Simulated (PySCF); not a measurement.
# H8MoN4 (Mo(NH2)4): the cost of one run

Computed with PySCF 2.14.0 and routines of our own; the level stands in each step. Atoms count from 0.

### 1 The starting structure

13 atoms, charge 0, multiplicity 3; geometry from: GFN2-xTB.

### 2 Geometry optimisation at PBE0-D3(BJ)/def2-SVP

Job settings and geometry (Å):

```
{"job": {"xc": "PBE0", "basis": "def2-SVP", "d3": "d3bj", "grid": 1, "maxiter": 30, "shake": 0.03, "kind": "geom"}, "charge": 0, "multiplicity": 3}
Mo     0.080110     0.029400     0.028520
N     -0.793320    -0.087900     1.773380
H     -1.237620    -0.926220     2.161740
H     -0.616240     0.612220     2.529700
N      1.508340    -0.022210    -1.248780
H      2.240040     0.712310    -1.343640
H      1.851870    -0.830940    -1.736440
N     -0.398790     1.971570    -0.309620
H     -0.172830     2.538130    -1.040300
H     -1.157200     2.489220     0.240100
N     -0.301460    -1.817490    -0.225310
H      0.054950    -2.357980    -1.030540
H     -1.027210    -2.362210     0.223370
```

On the command line:

```console
> OMP_NUM_THREADS=1 python heavy_run.py task.json out
```

The driver reads the jobs from task.json and runs them one after another.

Q: Estimate the wall time and peak memory of this first job on 1 thread of Arm Neoverse V1, shared host.

About 4 min, with a peak of 0.56 GiB.
